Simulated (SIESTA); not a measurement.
## AgRh under changes of volume

One of the cells (16.385 Å³/atom); the others are scaled copies at fixed shape and fractional positions:

```xyz
2
Lattice="2.7960 0.0000 0.0000 -1.3980 2.4214 0.0000 0.0000 0.0000 4.8404" Properties=species:S:1:pos:R:3 pbc="T T T"
Ag    0.0000    0.0000    2.4202
Rh    1.3980    0.8071    0.0000
```

The cell comes from a database or a generator and needn't be the stable form of this composition.

```yaml
Program: SIESTA 5.4.2
Functional: PBEsol
Potentials_or_basis: PseudoDojo 0.4 standard (PBEsol files)
Basis: DZP (energy shift 0.003 Ry; two zetas on semicore shells)
Grid_cutoff: 800 Ry
Energy_shift: 0.003 Ry
k_mesh: 11 × 11 × 6
Occupations: fermi-dirac, width 0.05 eV
Spin: no spin polarisation
```

```csv
volume (Å³/atom),energy over the lowest point (meV/atom),pressure (GPa)
15.100,0.00,1.2
15.421,1.77,-2.7
15.743,10.85,-6.1
16.385,?,?
16.707,73.52,-14.0
17.028,103.77,-15.9
```

Task: What does the run at 16.385 Å³/atom give?

Result: Energy over the lowest point 47.46 meV/atom; pressure -11.7 GPa.

Worked out: A Birch-Murnaghan fit of order 3 (a polynomial in V^(-2/3)) to the other rows has its minimum at 15.19 Å³/atom with B0 = V·E''(V) = 190 GPa and B' = 5.3 at fixed shape and positions, which overstates the stiffness. It gives 47.45 meV/atom at 16.385 Å³/atom, against the run's 47.46, and -dE/dV = -11.8 GPa, against -11.7.

Energies are extrapolated to zero smearing.

Caveats: short orbitals over semicore shells can move pressures by several GPa; the basis of atomic orbitals isn't converged, which shifts pressures, moduli and gaps.
